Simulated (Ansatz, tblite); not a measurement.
**[MoO(H2O)Cl4]- (Cl4H2MoO2−): rung by rung**

The task here is to estimate one member of a computed series from the others.

The runs use Ansatz 0.2.0, Gaussian basis; as each input shows.

Levels to be run: GFN1-xTB, GFN2-xTB, PBE-D4/def2-TZVPD, r2SCAN-D4/def2-TZVPD, r2SCAN0-D4/def2-TZVPD, B2PLYP/def2-TZVPD, PBE-D4/def2-SVPD, PBE0-D4/def2-SVPD, MP2/def2-TZVPD, RPA/def2-TZVPD.

5 further runs of the same task are left out: 2 that didn't finish, 3 set aside as unsound or not needed. Runs told in other sessions of the task aren't counted.

**The relaxed structure**

The geometry is that of the doublet, from an earlier relaxation (r2SCAN-D4/def2-SVPD).

9 atoms, charge -1, spin multiplicity 2.

Bond lengths: Mo1–O2 1.661 Å, Mo1–O3 2.507 Å, Mo1–Cl6 2.433 Å, Mo1–Cl7 2.371 Å, Mo1–Cl8 2.371 Å, Mo1–Cl9 2.433 Å, O3–H4 0.972 Å, O3–H5 0.972 Å. Angles: O2–Mo1–O3 173.3°, O2–Mo1–Cl6 99.9°, O2–Mo1–Cl7 102.6°, O2–Mo1–Cl8 102.6°, O2–Mo1–Cl9 99.9°, O3–Mo1–Cl6 75.4°, O3–Mo1–Cl7 82.1°, O3–Mo1–Cl8 82.1°, O3–Mo1–Cl9 75.4°, Cl6–Mo1–Cl7 157.5°, Cl6–Mo1–Cl8 87.6°, Cl6–Mo1–Cl9 87.4°, Cl7–Mo1–Cl8 88.7°, Cl7–Mo1–Cl9 87.6°, Cl8–Mo1–Cl9 157.5°, Mo1–O3–H4 94.0°, Mo1–O3–H5 94.0°, H4–O3–H5 104.2°.

Formally the metal is d1. Mo takes a core potential in the def2 sets. No spin-orbit coupling is included. The ion is computed in the gas phase, without counter-ions or solvent.

PBE0-D4/def2-TZVPD was run before; its log isn't repeated, and its numbers join the tables.

Set-up of the first run:

Tight binding, by tblite at 300 K electronic temperature and without a spin-polarisation term:

```python
tblite.interface.Calculator('GFN1-xTB', numbers, positions, charge=-1, uhf=1).singlepoint()
```

Tight binding, by tblite at 300 K electronic temperature and without a spin-polarisation term:

```python
tblite.interface.Calculator('GFN2-xTB', numbers, positions, charge=-1, uhf=1).singlepoint()
```

start.molden holds the orbitals of an earlier run on this state, given as this run's starting guess.

Contents of in.yaml:

```yaml
crystal:
  periodic: [false, false, false]
  atoms:
    - {symbol: Mo, position_ang: [-0.126472, 0.082159, 0.876446]}
    - {symbol: O, position_ang: [-0.021248, -0.092141, 2.524605]}
    - {symbol: O, position_ang: [-0.074610, 0.144052, -1.629686]}
    - {symbol: H, position_ang: [-0.175512, -0.818356, -1.723068]}
    - {symbol: H, position_ang: [0.885644, 0.289199, -1.673908]}
    - {symbol: Cl, position_ang: [2.239064, 0.168544, 0.312015]}
    - {symbol: Cl, position_ang: [-2.466956, 0.045682, 0.501603]}
    - {symbol: Cl, position_ang: [-0.172687, 2.437080, 0.607992]}
    - {symbol: Cl, position_ang: [-0.087222, -2.256230, 0.204011]}
basis:
  gaussian: {orbitals: def2-TZVPD, initial_orbitals: start.molden}
total_charge: -1
magnetization: {spin_polarized: true, initial_magnetization: 1}
hamiltonian: {xc: pbe, dispersion: d4}
scf: {omitted_lower_state_checks: [starts]}
output: {orbitals: {seedname: orbitals}}
```

Started as:

```bash
> ansatz run in.yaml --threads 4 --pin off --events-out ev --progress --plain --max-ram 4787MiB
```

Among the steps run: PBE-D4/def2-TZVPD; r2SCAN-D4/def2-TZVPD; r2SCAN0-D4/def2-TZVPD; B2PLYP/def2-TZVPD; PBE-D4/def2-SVPD; PBE0-D4/def2-SVPD; MP2/def2-TZVPD; RPA/def2-TZVPD.

One table of the session follows, with a row left open; its other results are not shown here.

| level | HOMO (eV) | LUMO (eV) | gap (eV) |
| --- | --- | --- | --- |
| PBE-D4/def2-SVPD | -1.41 | -0.25 | 1.16 |
| PBE-D4/def2-TZVPD | ? | ? | ? |
| r2SCAN-D4/def2-TZVPD | -1.77 | 0.07 | 1.84 |
| PBE0-D4/def2-SVPD | -3.22 | 0.58 | 3.81 |
| PBE0-D4/def2-TZVPD | -3.09 | 0.74 | 3.83 |
| r2SCAN0-D4/def2-TZVPD | -3.44 | 0.92 | 4.36 |

Estimate the missing values for PBE-D4/def2-TZVPD.

**Answer.** HOMO (eV): -1.30; LUMO (eV): -0.13; gap (eV): 1.17. In the column «HOMO (eV)» it is the highest.
